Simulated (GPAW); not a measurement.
Crystal: Ga.

```xyz
6
Lattice="-2.9924 2.9924 2.9924 2.9924 -2.9924 2.9924 2.9924 2.9924 -2.9924" Properties=species:S:1:pos:R:3 pbc="T T T"
Ga    2.9924    1.4962    0.7481
Ga    1.4962    0.7481    2.9924
Ga   -1.4962    2.2443    2.9924
Ga    0.7481    2.9924    1.4962
Ga    2.9924   -1.4962    2.2443
Ga    2.2443    2.9924   -1.4962
```

This isn't the form of Ga at room conditions, which is orthorhombic.

Base run:

| Quantity | Value |
| --- | --- |
| Program | GPAW 26.7.0 |
| Functional | PBEsol |
| Potentials or basis | PAW data sets generated in the run's folder for this functional |
| Cutoff | 600 eV |
| Basis | pw |
| k mesh | 6 × 6 × 6 |
| Occupations | fermi-dirac, width 0.05 eV |
| Spin | no spin polarisation |

Its results: pressure -0.1 GPa.

**Question.** The run is repeated on the same cell with these changes: functional from PBEsol to LDA; potentials or basis from PAW data sets generated in the run's folder for this functional to the program's PAW data sets (release 1.2.1) made for this functional. What comes out?

**Answer.** Pressure -2.1 GPa.
